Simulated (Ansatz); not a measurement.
# Cyclo-(Cl2SnO)3 (Sn₃Cl₆O₃): structure and electronic state

Aim: characterise cyclo-(Cl2SnO)3 (Sn₃Cl₆O₃) as a singlet: its structure, frontier levels and distribution of charge.

Computed with Ansatz 0.2.0, Gaussian basis. Level: RKS PBE0-D4/def2-TZVP.

Plan: relaxation at PBE-D4/def2-SVP; a single point at PBE0-D4/def2-TZVP.

4 further runs of the same task are left out: 2 that didn't finish, 2 set aside as unsound or not needed. Runs told in other sessions of the task aren't counted.

## Step 1: Starting geometry

12 atoms, charge 0, spin multiplicity 1.

Atoms are counted from 1 here; the program's logs count them from 0.

Bond lengths: Sn1–Cl2 2.226 Å, Sn1–Cl3 2.226 Å, Sn1–O4 1.939 Å, Sn1–O12 1.940 Å, O4–Sn5 1.939 Å, Sn5–Cl6 2.226 Å, Sn5–Cl7 2.227 Å, Sn5–O8 1.939 Å, O8–Sn9 1.940 Å, Sn9–Cl10 2.225 Å, Sn9–Cl11 2.226 Å, Sn9–O12 1.940 Å. Angles: Cl2–Sn1–Cl3 120.3°, Cl2–Sn1–O4 107.6°, Cl2–Sn1–O12 107.5°, Cl3–Sn1–O4 107.5°, Cl3–Sn1–O12 107.7°, O4–Sn1–O12 105.3°, Sn1–O4–Sn5 134.7°, O4–Sn5–Cl6 107.5°, O4–Sn5–Cl7 107.6°, O4–Sn5–O8 105.4°, Cl6–Sn5–Cl7 120.2°, Cl6–Sn5–O8 107.6°, Cl7–Sn5–O8 107.6°, Sn5–O8–Sn9 134.6°, O8–Sn9–Cl10 107.6°, O8–Sn9–Cl11 107.6°, O8–Sn9–O12 105.3°, Cl10–Sn9–Cl11 120.4° and more.

Geometry (Å):

```xyz
12
Cl6O3Sn3
Sn   -0.61057   -0.61559   -1.87547
Cl   -2.00455   -2.34189   -2.05176
Cl    0.11227    0.43379   -3.70017
O    -1.45683    0.70784   -0.73850
Sn   -1.08501    1.42973    1.02214
Cl   -0.61322    3.59143    0.77411
Cl   -2.73542    0.78995    2.37337
O     0.53399    0.53947    1.61160
Sn    1.70166   -0.80999    0.85106
Cl    1.52132   -2.63868    2.10590
Cl    3.69008    0.13348    0.51644
O     0.94629   -1.21953   -0.88872
```

Sn takes a core potential in the def2 sets. No spin-orbit coupling is included.

The start is a GFN2-xTB geometry.

## Step 2: Relaxation at PBE-D4/def2-SVP

The input, in.yaml:

```yaml
crystal:
  periodic: [false, false, false]
  atoms:
    - {symbol: Sn, position_ang: [-0.610570, -0.615590, -1.875470]}
    - {symbol: Cl, position_ang: [-2.004550, -2.341890, -2.051760]}
    - {symbol: Cl, position_ang: [0.112270, 0.433790, -3.700170]}
    - {symbol: O, position_ang: [-1.456830, 0.707840, -0.738500]}
    - {symbol: Sn, position_ang: [-1.085010, 1.429730, 1.022140]}
    - {symbol: Cl, position_ang: [-0.613220, 3.591430, 0.774110]}
    - {symbol: Cl, position_ang: [-2.735420, 0.789950, 2.373370]}
    - {symbol: O, position_ang: [0.533990, 0.539470, 1.611600]}
    - {symbol: Sn, position_ang: [1.701660, -0.809990, 0.851060]}
    - {symbol: Cl, position_ang: [1.521320, -2.638680, 2.105900]}
    - {symbol: Cl, position_ang: [3.690080, 0.133480, 0.516440]}
    - {symbol: O, position_ang: [0.946290, -1.219530, -0.888720]}
basis:
  gaussian: {orbitals: def2-SVP}
hamiltonian: {xc: pbe, dispersion: d4}
scf: {lower_state_search: "off"}
output: {orbitals: {seedname: orbitals}}
relax: {f_tol: 0.03, max_steps: 70}
```

The run is started by

```
$ ansatz run in.yaml --threads 4 --pin off --events-out ev --progress --plain --max-ram 6963MiB
```

Further steps of the session: Single point, PBE0-D4/def2-TZVP.

Before running them: what should the planned runs give, taken together? Wanted: point group; commonest bond; HOMO, LUMO at PBE0-D4/def2-TZVP; dipole at PBE-D4/def2-SVP.

As calculated:

```
                       quantity                            value
                    point group                              D3h
                 commonest bond  Cl–Sn, 6 of mean length 2.337 Å
HOMO, LUMO at PBE0-D4/def2-TZVP                  -9.76, -4.23 eV
      dipole at PBE-D4/def2-SVP                           0.00 D
```

What this shows: The molecule keeps its bonding pattern by the stored test; the atoms moved 0.17 Å (rms). No usable vibrations, so a minimum isn't proven. The HOMO lies nearest to O4 15 %; Cl2, Cl3, Cl6 about 13 % each and the LUMO to Sn1, Sn5, Sn9 about 12 % each; O4, O8, O12 about 8 % each.
